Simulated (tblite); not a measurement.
# C6H13B3O: the cost of one run

The runs use tblite 0.8.0 and PySCF 2.14.0, with density-fitted response routines of our own; the level of theory stands in each step. All values are computed, except where a source is named. Atoms are numbered from 0 throughout.

## Step 1: The starting structure

23 atoms, charge 0, multiplicity 1; geometry from: force field or distance geometry start.

Bonds of the start (Å): C0–B1 1.59, B1–C2 1.59, B1–C3 1.60, C3–C4 1.36, C4–C5 1.51, C5–O6 1.42, O6–B7 1.48, B7–C8 1.58, C8–B9 1.60, B9–C3 1.58, C0–H10 1.12, C0–H11 1.10, C0–H12 1.12, C2–H13 1.10, C2–H14 1.13, C2–H15 1.10, C4–H16 1.08, C5–H17 1.11, C5–H18 1.13, B7–H19 1.18, C8–H20 1.11, C8–H21 1.11, B9–H22 1.19.

## Step 2: Relaxing the molecule with GFN2-xTB

The job: settings as JSON, then the geometry in Å.

```
{"job": {"kind": "relax", "xc": "GFN2-xTB", "basis": "xTB"}, "charge": 0, "multiplicity": 1}
C     -2.058700     1.872800     0.575200
B     -1.685300     0.346800     0.324500
C     -2.856700    -0.717800     0.143800
C     -0.153200    -0.108900     0.251400
C      0.151400    -1.417200     0.027400
C      1.545000    -1.991500     0.061600
O      2.342700    -1.476400    -0.990700
B      3.034500    -0.254900    -0.526900
C      2.234300     1.103400    -0.484000
B      0.966500     0.986800     0.491900
H     -3.169700     2.016000     0.533700
H     -1.603600     2.502300    -0.207100
H     -1.712200     2.199000     1.584800
H     -2.789000    -1.501900     0.916600
H     -3.858500    -0.211500     0.230900
H     -2.793600    -1.176600    -0.852600
H     -0.641200    -2.130900    -0.151000
H      1.468000    -3.093800    -0.085600
H      1.992800    -1.864400     1.089800
H      4.123400    -0.325600    -0.073400
H      1.878500     1.368300    -1.503100
H      2.898400     1.914400    -0.117600
H      0.681500     1.988500     1.067400
```

Command:

```sh
$ OMP_NUM_THREADS=1 python probes_run.py task.json out
```

This one command runs all jobs of the session in turn.

Q: Estimate the wall time of this first job on 1 thread of Arm Neoverse N1, shared host.

About 1.9 s.
